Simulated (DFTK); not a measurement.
CsLiCr2Te2S3 in DFTK: the effect of Hubbard term

Crystal: CsLiCr2Te2S3.

```
Cs Li Cr Te S
1.0
     7.05684    0.00000    0.00788
     0.00000    3.98060    0.00000
    -2.68302    0.00000    8.67869
Cs Li Cr Te S
1 1 2 2 3
Direct
  0.07739 0.00000 0.37706
  0.86424 0.50000 0.78883
  0.12646 0.00000 0.94616
  0.59290 0.50000 0.97165
  0.50838 0.00000 0.15270
  0.55612 0.00000 0.74893
  0.87426 0.00000 0.68502
  0.25176 0.50000 0.84402
  0.96294 0.50000 0.05357
```

The cell was built by a generator and needn't be a form met in nature.

Alike in all runs:

* Program: DFTK 0.8.2
* Task: projected density of states
* Functional: PBEsol
* Potentials or basis: dojo.nc.sr.pbesol.v0_4_1.standard.upf (PBEsol)
* Cutoff: 1279 eV
* k mesh: 1 × 2 × 1
* Occupations: fermi-dirac, width 0.05 eV
* Spin: collinear spin, ferromagnetic start
* Starting moments: [0.0, 0.0, 3.0, 3.0, 0.0, 0.0, 0.0, 0.0, 0.0] μB
* Start of the occupations: half filled (the program's default)
* Valence electrons: Cr 14, Cs 9, Li 3, S 6, Te 16
* SCF tolerance on the density: 1e-06
* Symmetries used: no
* Gaussian width for the DOS: 0.15 eV

| Hubbard term | gap on the mesh (eV) | pressure (GPa) | largest force (eV/Å) |
| --- | --- | --- | --- |
| Cr d U = 0 eV | 0.73 | -1.7 | 0.62 |
| Cr d U = 1.5 eV | ? | ? | ? |
| Cr d U = 3 eV | 0.58 | 0.0 | 0.42 |
| Cr d U = 4.5 eV | 0.48 | 1.0 | 0.56 |
| Cr d U = 8 eV | 0.25 | 3.3 | 0.97 |

Task: What does the run with Hubbard term Cr d U = 1.5 eV give?

Result: gap on the mesh 0.68 eV; pressure -0.9 GPa; largest force 0.43 eV/Å.

Worked out: A parabola through the other rows of the gap on the mesh, of slope -0.0522 eV per eV there, gives 0.66 eV, against the run's 0.68. A straight line through the other rows of the pressure, of slope 0.627 GPa per eV, gives -0.8 GPa, against the run's -0.9. A parabola through the other rows of the largest force, of slope -0.049 eV/Å per eV there, gives 0.49 eV/Å, against the run's 0.43.

Caveats: all runs use coarse meshes; the Hubbard orbitals reach further out than in other programs, which can move energies by up to some tens of meV an atom; spin-orbit coupling is left out, which moves the levels of the heavy elements; an odd mesh through Γ misses points on the zone boundary, where band edges often lie; only a ferromagnetic start was run, and an antiferromagnetic order may lie lower in energy.
